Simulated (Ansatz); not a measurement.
# In5As4 zinc blende off sphere (In₅As₄H₁₆−): single points with varied inputs

How do the results and run time of In5As4 zinc blende off sphere (In₅As₄H₁₆−) respond when the settings are drawn wide?

Method: the settings change from run to run; program: Ansatz 0.2.0, Gaussian basis.

1 further run of the same task is left out (set aside as unsound or not needed).

## Step 1: The molecule

The geometry comes from an earlier relaxation with PBE-D4/def2-SVP; it is a stationary point, not always the lowest conformer. In takes a core potential in def2 sets; no spin-orbit term is included.

25 atoms, charge -1, spin multiplicity 1.

Atoms are counted from 1 here; the program's logs count them from 0.

Bond lengths: In1–As6 2.680 Å, In1–As7 2.744 Å, In1–H10 1.755 Å, In1–H11 1.753 Å, In2–As6 2.680 Å, In2–As8 2.744 Å, In2–H12 1.755 Å, In2–H13 1.753 Å, In3–As6 2.713 Å, In3–As9 2.713 Å, In3–H14 1.754 Å, In3–H15 1.754 Å, In4–As7 2.744 Å, In4–As9 2.680 Å, In4–H16 1.752 Å, In4–H17 1.754 Å, In5–As8 2.744 Å, In5–As9 2.680 Å and more. Angles: As6–In1–As7 95.0°, As6–In1–H10 112.1°, As6–In1–H11 111.7°, As7–In1–H10 106.1°, As7–In1–H11 104.6°, H10–In1–H11 122.9°, As6–In2–As8 95.1°, As6–In2–H12 112.1°, As6–In2–H13 111.7°, As8–In2–H12 106.2°, As8–In2–H13 104.6°, H12–In2–H13 122.9°, As6–In3–As9 98.8°, As6–In3–H14 108.1°, As6–In3–H15 108.0°, As9–In3–H14 108.2°, As9–In3–H15 108.1°, H14–In3–H15 123.0° and more.

## Step 2: B3LYP/def2-mTZVP

The input, in.yaml:

```yaml
crystal:
  periodic: [false, false, false]
  atoms:
    - {symbol: In, position_ang: [0.269083, -3.353706, -0.186135]}
    - {symbol: In, position_ang: [0.264967, -0.186133, -3.353642]}
    - {symbol: In, position_ang: [-2.903481, -0.002640, 0.000233]}
    - {symbol: In, position_ang: [0.263724, 0.184058, 3.355399]}
    - {symbol: In, position_ang: [0.261044, 3.353530, 0.186669]}
    - {symbol: As, position_ang: [-1.135922, -1.457754, -1.455917]}
    - {symbol: As, position_ang: [1.388604, -1.640078, 1.641770]}
    - {symbol: As, position_ang: [1.383224, 1.644730, -1.643085]}
    - {symbol: As, position_ang: [-1.138780, 1.454063, 1.457258]}
    - {symbol: H, position_ang: [1.595059, -3.958736, -1.162971]}
    - {symbol: H, position_ang: [-0.765949, -4.400084, 0.765292]}
    - {symbol: H, position_ang: [1.591604, -1.161043, -3.960337]}
    - {symbol: H, position_ang: [-0.773681, 0.762542, -4.399053]}
    - {symbol: H, position_ang: [-3.740969, -1.094622, 1.088420]}
    - {symbol: H, position_ang: [-3.740676, 1.086045, -1.091453]}
    - {symbol: H, position_ang: [-0.771149, -0.771366, 4.398042]}
    - {symbol: H, position_ang: [1.585685, 1.163659, 3.964353]}
    - {symbol: H, position_ang: [-0.776453, 4.397310, -0.764921]}
    - {symbol: H, position_ang: [1.585034, 3.961617, 1.164120]}
    - {symbol: H, position_ang: [-2.069571, -2.320962, -2.316648]}
    - {symbol: H, position_ang: [2.414665, -2.447539, 2.448007]}
    - {symbol: H, position_ang: [2.443829, -0.851411, 0.862755]}
    - {symbol: H, position_ang: [2.401728, 2.455835, -2.455282]}
    - {symbol: H, position_ang: [2.445238, 0.869729, -0.860460]}
    - {symbol: H, position_ang: [-2.076868, 2.312954, 2.317576]}
basis:
  gaussian: {orbitals: def2-mTZVP}
total_charge: -1
hamiltonian: {xc: {name: B3LYP}}
output: {forces: true}
```

On the command line:

```
> ansatz run in.yaml --threads 2 --pin off --events-out ev --progress --plain --max-ram 31744MiB --backend cuda --devices 0, --max-vram 18GiB
```

The log of the run (excerpt; [...] marks lines left out):

```text
Functional definition: B3LYP
  name "B3LYP"
  cite "Stephens, Devlin, Chabalowski & Frisch, J. Phys. Chem. 98, 11623 (1994) doi:10.1021/j100096a001"
  cite "Becke, Phys. Rev. A 38, 3098 (1988) doi:10.1103/PhysRevA.38.3098"
  cite "Lee, Yang & Parr, Phys. Rev. B 37, 785 (1988) doi:10.1103/PhysRevB.37.785"
  cite "Vosko, Wilk & Nusair, Can. J. Phys. 58, 1200 (1980) doi:10.1139/p80-159"
[...]
4259 factors; integrals over basis functions are off by at most 3.8e-4 eV
[...]
mean field -269514.00314528 eV, -9904.4569324365 hartree, gradient 1.2e-5 eV, S^2 0.000000; 0 other end points of the search recorded, 0 dependent functions left out
[...]
reference -269514.00373039 eV, -9904.4569539387 hartree; 127, 127 occupied and 245, 245 virtual orbitals, 4259 factors
Total energy: -269514.00373039 eV, -9904.4569539387 hartree
Atom 0 at     0.269083    -3.353706    -0.186135 Å, force     0.011303    -0.074440    -0.011785 eV/Å
Atom 1 at     0.264967    -0.186133    -3.353642 Å, force     0.008451    -0.013264    -0.077269 eV/Å
Atom 2 at    -2.903481    -0.002640     0.000233 Å, force    -0.078322    -0.003381    -0.002839 eV/Å
Atom 3 at     0.263724     0.184058     3.355399 Å, force     0.008940     0.006456     0.076616 eV/Å
Atom 4 at     0.261044     3.353530     0.186669 Å, force     0.007086     0.080390     0.007319 eV/Å
Atom 5 at    -1.135922    -1.457754    -1.455917 Å, force    -0.169323    -0.206366    -0.203674 eV/Å
[...]
Atom 9 at     1.595059    -3.958736    -1.162971 Å, force    -0.068324    -0.010962     0.047773 eV/Å
Atom 10 at    -0.765949    -4.400084     0.765292 Å, force     0.051718     0.006324    -0.048046 eV/Å
Atom 11 at     1.591604    -1.161043    -3.960337 Å, force    -0.068098     0.048074    -0.010481 eV/Å
Atom 12 at    -0.773681     0.762542    -4.399053 Å, force     0.052462    -0.047903     0.006396 eV/Å
Atom 13 at    -3.740969    -1.094622     1.088420 Å, force    -0.004624     0.053684    -0.051555 eV/Å
Atom 14 at    -3.740676     1.086045    -1.091453 Å, force    -0.004870    -0.051422     0.053639 eV/Å
Atom 15 at    -0.771149    -0.771366     4.398042 Å, force     0.048559     0.050318    -0.004102 eV/Å
Atom 16 at     1.585685     1.163659     3.964353 Å, force    -0.066776    -0.047708     0.010478 eV/Å
Atom 17 at    -0.776453     4.397310    -0.764921 Å, force     0.049608    -0.004750     0.050763 eV/Å
Atom 18 at     1.585034     3.961617     1.164120 Å, force    -0.066992     0.010354    -0.047772 eV/Å
Atom 19 at    -2.069571    -2.320962    -2.316648 Å, force     0.095374     0.095023     0.093188 eV/Å
Atom 20 at     2.414665    -2.447539     2.448007 Å, force    -0.143249     0.098809    -0.095525 eV/Å
Atom 21 at     2.443829    -0.851411     0.862755 Å, force    -0.121624    -0.109221     0.098603 eV/Å
Atom 22 at     2.401728     2.455835    -2.455282 Å, force    -0.142486    -0.096517     0.100421 eV/Å
Atom 23 at     2.445238     0.869729    -0.860460 Å, force    -0.117138     0.094771    -0.104657 eV/Å
Atom 24 at    -2.076868     2.312954     2.317576 Å, force     0.099470    -0.092228    -0.093419 eV/Å
Dipole moment:     0.296812     0.001096     0.000487 e Å
```

Run time: 7 s. Hardware: 1 × H100 (card shared with other runs) with 2 threads of AMD EPYC 7R13, shared host; peak host memory 1.8 GiB.

Largest force 0.422 eV/Å.

## Step 3: PBE0-DH/def2-mTZVPP

This run has density fitting with def2-universal-jkfit, the search for lower states set to off.

Changes to in.yaml since step 2:

```diff
@@ -29,5 +29,6 @@
 basis:
-  gaussian: {orbitals: def2-mTZVP}
+  gaussian: {orbitals: def2-mTZVPP, fitting: {mean_field: def2-universal-jkfit}}
 total_charge: -1
-hamiltonian: {xc: {name: B3LYP}}
+hamiltonian: {xc: {name: PBE0-DH}}
+scf: {lower_state_search: off}
 output: {forces: true}
```

The command is unchanged.

The log of the run (excerpt; [...] marks lines left out):

```text
Functional definition: PBE0-DH
  name "PBE0-DH"
  cite "Brémond & Adamo, J. Chem. Phys. 135, 024106 (2011) doi:10.1063/1.3604569"
  cite "Perdew, Burke & Ernzerhof, Phys. Rev. Lett. 77, 3865 (1996) doi:10.1103/PhysRevLett.77.3865"
[...]
2442 factors; integrals over basis functions are off by at most 4.6e-1 eV
[...]
mean field -269439.62047485 eV, -9901.7234197166 hartree, gradient 5.9e-6 eV, S^2 0.000000; 0 other end points of the search recorded, 0 dependent functions left out
56 core orbitals not correlated: weight in the atoms' cores, before any rotation towards them, 1.000 or more for the frozen orbitals, at most 0.000 for the correlated occupied ones
reference -269439.62054318 eV, -9901.7234222277 hartree; 71, 71 occupied and 277, 277 virtual orbitals, 2442 factors
second order -54.79205852 eV of doubles, -0.00000000 eV of singles
[...]
Atom 16 at     1.585685     1.163659     3.964353 Å, force    -0.229243    -0.167741    -0.084598 eV/Å
Atom 17 at    -0.776453     4.397310    -0.764921 Å, force     0.174357    -0.146983     0.173306 eV/Å
Atom 18 at     1.585034     3.961617     1.164120 Å, force    -0.229684    -0.084609    -0.167573 eV/Å
Atom 19 at    -2.069571    -2.320962    -2.316648 Å, force     0.299464     0.284574     0.282184 eV/Å
Atom 20 at     2.414665    -2.447539     2.448007 Å, force    -0.394602     0.263091    -0.259540 eV/Å
Atom 21 at     2.443829    -0.851411     0.862755 Å, force    -0.371628    -0.253616     0.240877 eV/Å
Atom 22 at     2.401728     2.455835    -2.455282 Å, force    -0.392221    -0.261629     0.265827 eV/Å
Atom 23 at     2.445238     0.869729    -0.860460 Å, force    -0.368312     0.236225    -0.247826 eV/Å
Atom 24 at    -2.076868     2.312954     2.317576 Å, force     0.304521    -0.280756    -0.282298 eV/Å
Dipole moment:     0.339669     0.001266     0.000468 e Å
Checks for a lower state left out: starts, cluster_reference, orbital_swaps, neighbouring_geometries, increment
```

It took 11 s on 1 × H100 (card shared with other runs) with 2 threads of AMD EPYC 7R13, shared host; peak host memory 3.6 GiB.

Largest force 0.661 eV/Å.

## Step 4: SVWN5/def2-mTZVP

This run has charge 0, multiplicity 2, coordinates scaled by 0.96.

The input, in.yaml:

```yaml
crystal:
  periodic: [false, false, false]
  atoms:
    - {symbol: In, position_ang: [0.258320, -3.219557, -0.178689]}
    - {symbol: In, position_ang: [0.254368, -0.178687, -3.219497]}
    - {symbol: In, position_ang: [-2.787342, -0.002534, 0.000224]}
    - {symbol: In, position_ang: [0.253175, 0.176696, 3.221183]}
    - {symbol: In, position_ang: [0.250602, 3.219389, 0.179203]}
    - {symbol: As, position_ang: [-1.090485, -1.399444, -1.397680]}
    - {symbol: As, position_ang: [1.333060, -1.574475, 1.576099]}
    - {symbol: As, position_ang: [1.327895, 1.578941, -1.577362]}
    - {symbol: As, position_ang: [-1.093228, 1.395901, 1.398968]}
    - {symbol: H, position_ang: [1.531257, -3.800387, -1.116452]}
    - {symbol: H, position_ang: [-0.735311, -4.224081, 0.734680]}
    - {symbol: H, position_ang: [1.527939, -1.114601, -3.801924]}
    - {symbol: H, position_ang: [-0.742734, 0.732040, -4.223091]}
    - {symbol: H, position_ang: [-3.591330, -1.050837, 1.044883]}
    - {symbol: H, position_ang: [-3.591049, 1.042603, -1.047795]}
    - {symbol: H, position_ang: [-0.740303, -0.740511, 4.222120]}
    - {symbol: H, position_ang: [1.522258, 1.117112, 3.805779]}
    - {symbol: H, position_ang: [-0.745395, 4.221418, -0.734324]}
    - {symbol: H, position_ang: [1.521632, 3.803153, 1.117555]}
    - {symbol: H, position_ang: [-1.986789, -2.228123, -2.223982]}
    - {symbol: H, position_ang: [2.318079, -2.349638, 2.350086]}
    - {symbol: H, position_ang: [2.346076, -0.817354, 0.828244]}
    - {symbol: H, position_ang: [2.305659, 2.357601, -2.357071]}
    - {symbol: H, position_ang: [2.347429, 0.834940, -0.826041]}
    - {symbol: H, position_ang: [-1.993793, 2.220436, 2.224873]}
basis:
  gaussian: {orbitals: def2-mTZVP}
magnetization: {spin_polarized: true, initial_magnetization: 1}
hamiltonian: {xc: {name: SVWN5}}
scf: {omitted_lower_state_checks: [starts]}
output: {forces: true}
```

The command is unchanged.

The log of the run (excerpt; [...] marks lines left out):

```text
Functional definition: SVWN5
  name "SVWN5"
  cite "Dirac, Proc. Camb. Phil. Soc. 26, 376 (1930) doi:10.1017/S0305004100016108"
  cite "Slater, Phys. Rev. 81, 385 (1951) doi:10.1103/PhysRev.81.385"
  cite "Vosko, Wilk & Nusair, Can. J. Phys. 58, 1200 (1980) doi:10.1139/p80-159"
[...]
3956 factors; their error is unknown
[...]
mean field -269093.58894769 eV, -9889.0069956420 hartree, gradient 2.2e-6 eV, S^2 0.750651; 0 other end points of the search recorded, 0 dependent functions left out
[...]
reference -269093.58906482 eV, -9889.0069999464 hartree; 127, 126 occupied and 245, 246 virtual orbitals, 3956 factors
Total energy: -269093.58906482 eV, -9889.0069999464 hartree
Atom 0 at     0.258320    -3.219557    -0.178689 Å, force     0.314948    -0.077457     0.392904 eV/Å
Atom 1 at     0.254368    -0.178687    -3.219497 Å, force     0.236477     0.054207     0.002870 eV/Å
[...]
Atom 16 at     1.522258     1.117112     3.805779 Å, force     0.428011     0.289002     0.157300 eV/Å
Atom 17 at    -0.745395     4.221418    -0.734324 Å, force    -0.496097     0.199877    -0.281848 eV/Å
Atom 18 at     1.521632     3.803153     1.117555 Å, force     0.401204     0.005058     0.437534 eV/Å
Atom 19 at    -1.986789    -2.228123    -2.223982 Å, force    -0.702585    -0.429275    -0.621712 eV/Å
Atom 20 at     2.318079    -2.349638     2.350086 Å, force     0.578250    -0.483517     0.581944 eV/Å
Atom 21 at     2.346076    -0.817354     0.828244 Å, force     0.732927     0.550653    -0.589219 eV/Å
Atom 22 at     2.305659     2.357601    -2.357071 Å, force     0.573590     0.486946    -0.582178 eV/Å
Atom 23 at     2.347429     0.834940    -0.826041 Å, force     0.744297    -0.555077     0.586609 eV/Å
Atom 24 at    -1.993793     2.220436     2.224873 Å, force    -0.700951     0.428385     0.620705 eV/Å
Dipole moment:     0.146470     0.001476    -0.003279 e Å
Checks for a lower state left out: starts
```

Wall time 9 s (1 × H100 (card shared with other runs) with 2 threads of AMD EPYC 7R13, shared host); peak host memory 1.1 GiB.

Largest force 1.098 eV/Å, dipole 0.70 D, ⟨S²⟩ 0.751.

## Step 5: r2SCANh/def2-SVPD

This run has density fitting with def2-universal-jkfit, relativity set to none.

The input, in.yaml:

```yaml
crystal:
  periodic: [false, false, false]
  atoms:
    - {symbol: In, position_ang: [0.269083, -3.353706, -0.186135]}
    - {symbol: In, position_ang: [0.264967, -0.186133, -3.353642]}
    - {symbol: In, position_ang: [-2.903481, -0.002640, 0.000233]}
    - {symbol: In, position_ang: [0.263724, 0.184058, 3.355399]}
    - {symbol: In, position_ang: [0.261044, 3.353530, 0.186669]}
    - {symbol: As, position_ang: [-1.135922, -1.457754, -1.455917]}
    - {symbol: As, position_ang: [1.388604, -1.640078, 1.641770]}
    - {symbol: As, position_ang: [1.383224, 1.644730, -1.643085]}
    - {symbol: As, position_ang: [-1.138780, 1.454063, 1.457258]}
    - {symbol: H, position_ang: [1.595059, -3.958736, -1.162971]}
    - {symbol: H, position_ang: [-0.765949, -4.400084, 0.765292]}
    - {symbol: H, position_ang: [1.591604, -1.161043, -3.960337]}
    - {symbol: H, position_ang: [-0.773681, 0.762542, -4.399053]}
    - {symbol: H, position_ang: [-3.740969, -1.094622, 1.088420]}
    - {symbol: H, position_ang: [-3.740676, 1.086045, -1.091453]}
    - {symbol: H, position_ang: [-0.771149, -0.771366, 4.398042]}
    - {symbol: H, position_ang: [1.585685, 1.163659, 3.964353]}
    - {symbol: H, position_ang: [-0.776453, 4.397310, -0.764921]}
    - {symbol: H, position_ang: [1.585034, 3.961617, 1.164120]}
    - {symbol: H, position_ang: [-2.069571, -2.320962, -2.316648]}
    - {symbol: H, position_ang: [2.414665, -2.447539, 2.448007]}
    - {symbol: H, position_ang: [2.443829, -0.851411, 0.862755]}
    - {symbol: H, position_ang: [2.401728, 2.455835, -2.455282]}
    - {symbol: H, position_ang: [2.445238, 0.869729, -0.860460]}
    - {symbol: H, position_ang: [-2.076868, 2.312954, 2.317576]}
basis:
  gaussian: {orbitals: def2-SVPD, fitting: {mean_field: def2-universal-jkfit}}
total_charge: -1
hamiltonian: {xc: {name: r2SCANh}, pseudopotentials: {relativity: none}}
scf: {omitted_lower_state_checks: [starts]}
output: {forces: true}
```

Same command.

The log of the run (excerpt; [...] marks lines left out):

```text
Functional definition: r2SCANh
  name "r2SCANh"
  cite "Bursch, Neugebauer, Ehlert & Grimme, J. Chem. Phys. 156, 134105 (2022) doi:10.1063/5.0086040"
  cite "Furness, Kaplan, Ning, Perdew & Sun, J. Phys. Chem. Lett. 11, 8208 (2020) doi:10.1021/acs.jpclett.0c02405"
  cite "Furness, Kaplan, Ning, Perdew & Sun, J. Phys. Chem. Lett. 11, 9248 (2020) doi:10.1021/acs.jpclett.0c03077"
  parent r2scan
[...]
2442 factors; integrals over basis functions are off by at most 3.7e-1 eV
[...]
mean field -269476.95586085 eV, -9903.0954698451 hartree, gradient 4.5e-5 eV, S^2 0.000000; 0 other end points of the search recorded, 0 dependent functions left out
[...]
reference -269476.95589889 eV, -9903.0954712429 hartree; 127, 127 occupied and 313, 313 virtual orbitals, 2442 factors
Total energy: -269476.95589889 eV, -9903.0954712429 hartree
[...]
Atom 16 at     1.585685     1.163659     3.964353 Å, force    -0.167847    -0.120377    -0.060470 eV/Å
Atom 17 at    -0.776453     4.397310    -0.764921 Å, force     0.124153    -0.108626     0.124444 eV/Å
Atom 18 at     1.585034     3.961617     1.164120 Å, force    -0.168191    -0.060499    -0.120312 eV/Å
Atom 19 at    -2.069571    -2.320962    -2.316648 Å, force     0.193896     0.181334     0.179366 eV/Å
Atom 20 at     2.414665    -2.447539     2.448007 Å, force    -0.246782     0.176086    -0.172721 eV/Å
Atom 21 at     2.443829    -0.851411     0.862755 Å, force    -0.226372    -0.171041     0.160098 eV/Å
Atom 22 at     2.401728     2.455835    -2.455282 Å, force    -0.245300    -0.174166     0.178118 eV/Å
Atom 23 at     2.445238     0.869729    -0.860460 Å, force    -0.222267     0.155936    -0.166095 eV/Å
Atom 24 at    -2.076868     2.312954     2.317576 Å, force     0.198211    -0.178257    -0.179601 eV/Å
Dipole moment:     0.322542     0.001213     0.000433 e Å
Checks for a lower state left out: starts
```

Run time: 5.5 s. Hardware: 1 × H100 (card shared with other runs) with 2 threads of AMD EPYC 7R13, shared host; peak host memory 1.4 GiB.

Largest force 0.411 eV/Å.

## Step 6: The runs in one table

```
              level  charge  multiplicity  geometry  functions  energy (eV)   time
   B3LYP/def2-mTZVP      -1             1   relaxed        372  -269514.004    7 s
PBE0-DH/def2-mTZVPP      -1             1   relaxed        404  -269446.470   11 s
   SVWN5/def2-mTZVP       0             2    scaled        372  -269093.589    9 s
  r2SCANh/def2-SVPD      -1             1   relaxed        440  -269476.956  5.5 s
```

## Step 7: Summary of results

| quantity | value |
| --- | --- |
| runs | 4 |
| quickest | r2SCANh/def2-SVPD, 5.5 s |
| slowest | PBE0-DH/def2-mTZVPP, 11 s |
| spread of total energies, same state and geometry | 67.5 eV |

In words: The times lie within a factor of two. Total energies at one charge and spin differ by 68 eV between levels, so only differences within one level mean anything. At the PBE-D4/def2-SVP geometry and in the same state, runs without warnings or point charges leave forces up to 0.66 eV/Å (PBE0-DH/def2-mTZVPP).
